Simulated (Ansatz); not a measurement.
**Sc2GaN3: further runs on a relaxed guess**

This session takes a relaxed cell of Sc2GaN3 and sets out to compute bands, density of states and charges.

Method: DFT PBE, scalar-relativistic, plane waves, PAW, in Ansatz 0.2.0.

1 further run of the same task is left out (set aside as unsound or not needed).

## Step 1: The starting structure

The structure is hexagonal, space group P6/mmm (No. 191). Conventional cell: a = 5.474 Å, b = 5.474 Å, c = 3.026 Å, α = 90.00°, β = 90.00°, γ = 120.00°. Around Sc (site symmetry -6m2) lie 6 N at 2.19 Å. Ga (site symmetry 6/mmm) has 6 N at 2.74 Å and 2 Ga at 3.03 Å as nearest neighbours. Around N (site symmetry mmm) lie 4 Sc at 2.19 Å and 2 Ga at 2.74 Å.

Coordinates:

```cif
data_structure
_symmetry_space_group_name_H-M 'P6/mmm'
_symmetry_Int_Tables_number 191
_cell_length_a 5.4743
_cell_length_b 5.4743
_cell_length_c 3.0265
_cell_angle_alpha 90.000
_cell_angle_beta 90.000
_cell_angle_gamma 120.000
_cell_volume 78.55
loop_
_atom_site_label
_atom_site_type_symbol
_atom_site_symmetry_multiplicity
_atom_site_Wyckoff_symbol
_atom_site_fract_x
_atom_site_fract_y
_atom_site_fract_z
_atom_site_occupancy
Sc1 Sc 2 c 0.33333 0.66667 0.00000 1
Ga1 Ga 1 b 0.00000 0.00000 0.50000 1
N1 N 3 g 0.50000 0.00000 0.50000 1
```

The cell was relaxed beforehand at this level, from a generated guess; it is a trial structure. At a tolerance of 0.05 Å it has space group P6/mmm (No. 191); it has 13.09 Å³/atom, an uncorrected energy of -0.55 eV/atom over the elements.

## Step 2: Bands, states and charges

Input file input.yaml:

```yaml
crystal:
  lattice:
    - [5.4743230351, 0.0, 0.0]
    - [-2.7371615176, 4.7409028169, 0.0]
    - [0.0, 0.0, 3.0264590997]
  atoms:
    - { symbol: Sc, position: [0.3333333333, 0.6666666667, 0.0] }
    - { symbol: Sc, position: [0.6666666667, 0.3333333333, 0.0] }
    - { symbol: Ga, position: [0.0, 0.0, 0.5] }
    - { symbol: "N", position: [0.5, 0.0, 0.5] }
    - { symbol: "N", position: [0.0, 0.5, 0.5] }
    - { symbol: "N", position: [0.5, 0.5, 0.5] }
basis:
  ecutwfc: 420
kpoints:
  mp_grid: { grid: [12, 12, 12] }
  band_path:
    path:
      - [[0.0, 0.0, 0.0], [0.5, 0.0, 0.0], [0.33333333, 0.33333333, 0.0], [0.0, 0.0, 0.0], [0.0, 0.0, 0.5], [0.5, 0.0, 0.5], [0.33333333, 0.33333333, 0.5], [0.0, 0.0, 0.5]]
      - [[0.5, 0.0, 0.5], [0.5, 0.0, 0.0]]
      - [[0.33333333, 0.33333333, 0.5], [0.33333333, 0.33333333, 0.0]]
    npoints: 14
hamiltonian:
  xc: pbe
scf:
  occupations: { method: gaussian, width: 0.1 }
  n_extra_bands: 15
output:
  forces: true
  stress: true
  eigenvalues: true
  populations: true
  dos: { projected: true, de: 0.02, nscf_kmesh: { grid: [15, 15, 15] } }
  bader: true
```

Command:

```console
ansatz run input.yaml --threads 1 --pin off --max-ram 2560MiB --backend cpu --events-out ev --progress --plain --runs-dir out
```

The log of the run, shortened:

```text
Warning: RAYON_NUM_THREADS=1 ignored (pool sized by the plan → 1); use --threads N
scf.n_extra_bands = 15 over 25 filled bands (N_el = 50.0): the run solves 40 bands
[...]
Pseudopotentials: kind: paw
Pseudopotential: Sc, paw, valence charge 11, recommended cutoff 420 eV (normal), Sc.paw.azcp
Pseudopotential: Ga, paw, valence charge 13, recommended cutoff 420 eV (normal), Ga.paw.azcp
Pseudopotential: N, paw, valence charge 5, recommended cutoff 420 eV (normal), N.paw.azcp
Functional definition: PBE
[...]
Crystal: 6 atoms, lattice volume = 78.546 Å³
Basis set: ecut = 420 eV, 1529 PW (Γ), exchange–correlation on 80×80×48 points (8 copies of the dense FFT grid, shifted against one another)
Bands: 40, of which v1, the nominal top of the filled ones, is band 25 counted from 1 (24 counted from 0)
Symmetry: 24 space group operations
Space group: P6/mmm (ITA 191), of the structure as read, at distance tolerance 4.3e-5 Å
k-points: 133 of 1728
[...]
SCF iter   1: F=—  HF=-9210.004302 eV  |F-HF|=—  |Δ(HF+E_count)|=         —  Δρ=4.53e-3  dr2=8.85e-3  ethr=1.77e-3  ⟨swp⟩=5.0  Hψ=17895  notcnv=0  defer=108
[...]
SCF iter   7: F=-9210.003196 eV  HF=-9210.003196 eV  |F-HF|=2.28e-8  |Δ(HF+E_count)|=   1.15e-7  Δρ=6.82e-6  dr2=5.74e-8  ethr=2.00e-10  ⟨swp⟩=8.5  Hψ=20492  notcnv=0
[...]
NSCF: frozen V_eff on 129 k-points
NSCF: frozen V_eff on 216 k-points
SCF converged after 7 iterations
Free energy (F): -9210.003196 eV
[...]
E sigma→0 (E₀):  -9209.995659 eV
Entropy (-TS):   -0.015074 eV (-2.512 meV/atom)
Fermi energy:    9.539809 eV
[...]
--- Forces (eV/Å), atoms counted from 1 ---
  atom   1  Sc     0.00000000     0.00000000    -0.00000000
  atom   2  Sc    -0.00000000    -0.00000000     0.00000000
  atom   3  Ga    -0.00000000     0.00000000     0.00000000
  atom   4  N     -0.00000000     0.00000000    -0.00000000
  atom   5  N     -0.00000000     0.00000000     0.00000000
  atom   6  N     -0.00000000     0.00000000    -0.00000000
[...]
--- Stress (GPa, compression-positive) ---
       -0.006502      -0.000000       0.000000
       -0.000000      -0.006502      -0.000000
        0.000000      -0.000000      -0.012885
  P = ⅓ Tr σ = -0.0086 GPa (-0.086 kbar)
--- Band table (eV; the first three rows and the last of 133) ---
[...]
--- Löwdin populations: 6 sites ---
  site symbol       q [e]
     0     Sc     10.0847
     1     Sc     10.0847
     2     Ga     12.8658
     3      N      5.6171
     4      N      5.6171
     5      N      5.6171
  spilling = 0.002271 (of n_electrons = 50.000000)
--- Bader charges: 6 sites ---
  site symbol  charge [e]  shift [e]
     0     Sc      1.8195     0.0002
     1     Sc      1.8195     0.0002
     2     Ga      0.4729     0.0000
     3      N     -1.3707     0.0001
     4      N     -1.3707     0.0001
     5      N     -1.3707     0.0001
  estimated error of the sums over rays = 3.8e-4 e
```

Run time: 83 s. Hardware: 1 thread of Arm Neoverse V2, shared host; peak memory 0.68 GiB.

Site by site:

```csv
atom,Löwdin electrons,Bader charge (e),Bader volume (Å³)
Sc1,10.08,+1.82,9.0
Sc2,10.08,+1.82,9.0
Ga3,12.87,+0.47,19.8
N4,5.62,-1.37,13.6
N5,5.62,-1.37,13.6
N6,5.62,-1.37,13.6
```

bands.tsv at the labelled points (eV, zero at the Fermi level; the bands nearest the Fermi level):

```
point  band 22  band 23  band 24  band 25  band 26  band 27  band 28  band 29
    Γ    -1.46    -0.10     0.36     0.36     0.45     2.10     4.18     4.18
    M    -1.20    -1.12    -0.62    -0.52     0.41     1.42     4.18     4.44
    K    -1.51    -0.87    -0.87    -0.25     0.20     2.39     2.39     4.98
    Γ    -1.46    -0.10     0.36     0.36     0.45     2.10     4.18     4.18
    A    -2.37    -1.91    -0.14    -0.14     0.56     0.85     2.78     2.78
    L    -2.07    -2.02    -1.70    -0.96     0.50     1.35     3.59     4.65
    H    -2.47    -1.79    -1.11    -0.43    -0.43     1.37     3.96     3.96
    A    -2.37    -1.91    -0.14    -0.14     0.56     0.85     2.78     2.78
    L    -2.07    -2.02    -1.70    -0.96     0.50     1.35     3.59     4.65
    M    -1.20    -1.12    -0.62    -0.52     0.41     1.42     4.18     4.44
    H    -2.47    -1.79    -1.11    -0.43    -0.43     1.37     3.96     3.96
    K    -1.51    -0.87    -0.87    -0.25     0.20     2.39     2.39     4.98
```

Counts of states by energy window (eV from the Fermi level), total and by projection:

```csv
from,to,total,Sc 3d,Ga 4s,Ga 4p,N 2p
-6,-5,0.68,0.07,0.33,0.08,0.16
-5,-4,0.90,0.10,0.25,0.08,0.40
-4,-3,3.15,0.52,0.03,0.28,2.08
-3,-2,4.42,0.75,0.10,0.19,3.13
-2,-1,4.67,0.93,0.15,0.16,3.29
-1,0,3.61,0.49,0.13,0.40,2.51
0,1,2.17,0.15,0.10,0.14,1.74
1,2,0.61,0.09,0.20,0.15,0.15
2,3,0.98,0.37,0.09,0.32,0.12
3,4,1.79,1.01,0.05,0.32,0.22
4,5,3.91,2.52,0.04,0.52,0.55
5,6,7.84,5.66,0.04,0.89,0.79
```

A further 33 or so states lie below the table's range.

## Step 3: Changing settings: n_extra_bands 8, dr2_threshold 1.0e-08

Input file input.yaml:

```yaml
crystal:
  lattice:
    - [5.4743230351, 0.0, 0.0]
    - [-2.7371615176, 4.7409028169, 0.0]
    - [0.0, 0.0, 3.0264590997]
  atoms:
    - { symbol: Sc, position: [0.3333333333, 0.6666666667, 0.0] }
    - { symbol: Sc, position: [0.6666666667, 0.3333333333, 0.0] }
    - { symbol: Ga, position: [0.0, 0.0, 0.5] }
    - { symbol: "N", position: [0.5, 0.0, 0.5] }
    - { symbol: "N", position: [0.0, 0.5, 0.5] }
    - { symbol: "N", position: [0.5, 0.5, 0.5] }
basis:
  ecutwfc: 420
kpoints:
  mp_grid: { grid: [12, 12, 12] }
hamiltonian:
  xc: pbe
scf:
  occupations: { method: gaussian, width: 0.1 }
  n_extra_bands: 8
  convergence: { dr2_threshold: 1.0e-08 }
output:
  forces: true
  eigenvalues: true
  stress: true
```

Command:

```console
ansatz run input.yaml --threads 1 --pin off --max-ram 2560MiB --backend cpu --events-out ev --progress --plain --runs-dir out
```

The log of the run, shortened:

```text
Warning: output.stress: scf.convergence.dr2_threshold = 1e-8 eV is looser than the 6e-10 eV advised for a printed stress (1e-10 eV for each atom of the cell: 6). What an SCF threshold leaves in a stress goes as its square root, and in the free energy as the threshold itself, and one [...]
Warning: RAYON_NUM_THREADS=1 ignored (pool sized by the plan → 1); use --threads N
scf.n_extra_bands = 8 over 25 filled bands (N_el = 50.0): the run solves 33 bands
[...]
[... 5 set-up lines as earlier in the session ...]
[...]
Crystal: 6 atoms, lattice volume = 78.546 Å³
Basis set: ecut = 420 eV, 1529 PW (Γ), exchange–correlation on 80×80×48 points (8 copies of the dense FFT grid, shifted against one another)
[...]
k-points: 133 of 1728
[...]
SCF iter   1: F=—  HF=-9210.004540 eV  |F-HF|=—  |Δ(HF+E_count)|=         —  Δρ=4.54e-3  dr2=8.89e-3  ethr=1.77e-3  ⟨swp⟩=4.8  Hψ=16540  notcnv=0  defer=12
[...]
SCF iter   8: F=-9210.003196 eV  HF=-9210.003196 eV  |F-HF|=2.56e-10  |Δ(HF+E_count)|=   3.10e-9  Δρ=1.23e-6  dr2=1.70e-9  ethr=2.00e-11  ⟨swp⟩=8.3  Hψ=15237  notcnv=0
[...]
SCF converged after 8 iterations
Free energy (F): -9210.003196 eV
[...]
E sigma→0 (E₀):  -9209.995659 eV
Entropy (-TS):   -0.015073 eV (-2.512 meV/atom)
Fermi energy:    9.539824 eV
[...]
--- Forces (eV/Å), atoms counted from 1 ---
  atom   1  Sc     0.00000000     0.00000000    -0.00000000
  atom   2  Sc    -0.00000000    -0.00000000     0.00000000
  atom   3  Ga    -0.00000000     0.00000000     0.00000000
  atom   4  N      0.00000000     0.00000000    -0.00000000
  atom   5  N     -0.00000000     0.00000000     0.00000000
  atom   6  N     -0.00000000     0.00000000    -0.00000000
[...]
--- Stress (GPa, compression-positive) ---
       -0.006303      -0.000000       0.000000
       -0.000000      -0.006303      -0.000000
        0.000000      -0.000000      -0.012132
  P = ⅓ Tr σ = -0.0082 GPa (-0.082 kbar)
--- Band table (eV; the first three rows and the last of 133) ---
[...]
```

Run time: 16 s. Hardware: 1 thread of Arm Neoverse V2, shared host; peak memory 0.53 GiB.

```csv
run,ending,energy change,pressure (GPa),gap (eV),force (eV/Å),cycles,time
step 2,converged,0,0.0,0.00,0.00,7,83 s
variant,converged,0.0 meV/atom,0.0,0.00,0.00,8,16 s
```

With the changed band count and convergence setting the energy agrees within 0.5 meV/atom.

## Step 4: Summary of results

| quantity | value |
| --- | --- |
| gap | none (metal) |
| states at the Fermi level | 2.65 per eV per cell |
| Bader charges | Sc +1.82, Ga +0.47, N -1.37 e |

There is no gap at this level. Of the projected weight within 0.25 eV of the Fermi level, the largest part is N 2p (77 %). Bader charges reach 1.8 e, so charge transfer in this metal is strong.
